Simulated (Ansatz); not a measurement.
**C₂H₄Ge: single points off equilibrium**

An exercise on one series of results from a longer session: the logs are not shown, and one member is left open.

Program: Ansatz 0.2.0, Gaussian basis. Level of theory: single points in def2-TZVPP. These are calculated values, not measurements.

Correlated methods freeze the cores. Filled d shells of the heavier atoms are correlated.

**The system as given**

SMILES `[CH]1=[CH][GeH2]1`, 7 atoms, charge 0, spin multiplicity 1.

Atoms are counted from 1 here; the program's logs count them from 0.

Bond lengths: C1–C2 1.331 Å, C1–Ge3 1.948 Å, C1–H4 1.132 Å, C2–Ge3 1.919 Å, C2–H5 1.091 Å, Ge3–H6 1.510 Å, Ge3–H7 1.479 Å. Angles: C2–C1–Ge3 68.7°, C2–C1–H4 132.5°, Ge3–C1–H4 157.9°, C1–C2–Ge3 71.0°, C1–C2–H5 137.2°, Ge3–C2–H5 151.6°, C1–Ge3–C2 40.3°, C1–Ge3–H6 114.0°, C1–Ge3–H7 110.4°, C2–Ge3–H6 124.1°, C2–Ge3–H7 120.2°, H6–Ge3–H7 115.4°.

Coordinates:

```xyz
7
C2H4Ge
C    -0.75670   -0.56480   -0.23600
C     0.09010    0.03240   -1.07170
Ge    0.61080    0.42770    0.73280
H    -1.72390   -1.12890   -0.40070
H     0.19480    0.15780   -2.14990
H     0.07400    1.58960    1.53420
H     1.49510   -0.49960    1.47210
```

Set-up of the first run:

run/in.yaml reads:

```yaml
crystal:
  periodic: [false, false, false]
  atoms:
    - {symbol: C, position_ang: [-0.756700, -0.564800, -0.236000]}
    - {symbol: C, position_ang: [0.090100, 0.032400, -1.071700]}
    - {symbol: Ge, position_ang: [0.610800, 0.427700, 0.732800]}
    - {symbol: H, position_ang: [-1.723900, -1.128900, -0.400700]}
    - {symbol: H, position_ang: [0.194800, 0.157800, -2.149900]}
    - {symbol: H, position_ang: [0.074000, 1.589600, 1.534200]}
    - {symbol: H, position_ang: [1.495100, -0.499600, 1.472100]}
basis:
  gaussian: {orbitals: def2-TZVPP}
correlation: {method: ccsd_t}
output: {forces: true}
```

The command line of these runs was not kept.

Among the steps run: CCSD(T)/def2-TZVPP; PBE0-D4/def2-TZVPP; wB97M-V/def2-TZVPP; r2SCAN-D4/def2-TZVPP; PBE-D4/def2-TZVPP; B97M-V/def2-TZVPP; CAM-B3LYP-D4/def2-TZVPP.

One of the session's tables, all rows but one given; the rest of the session is left out.

```
      method  RMS force component (eV/Å)  angle to CCSD(T) forces (°)  dipole (D)
     CCSD(T)                       0.563                    reference        0.39
     PBE0-D4                       0.580                         31.2        0.37
     wB97M-V                       0.580                         29.5        0.38
   r2SCAN-D4                       0.541                         29.1        0.37
      PBE-D4                           ?                            ?           ?
      B97M-V                       0.597                         29.8        0.41
CAM-B3LYP-D4                       0.613                         37.2        0.38
```

Estimate the missing values for PBE-D4.

**Answer.** RMS force component (eV/Å): 0.508; angle to CCSD(T) forces (°): 22.8; dipole (D): 0.36. In the column «RMS force component (eV/Å)» it is the lowest.
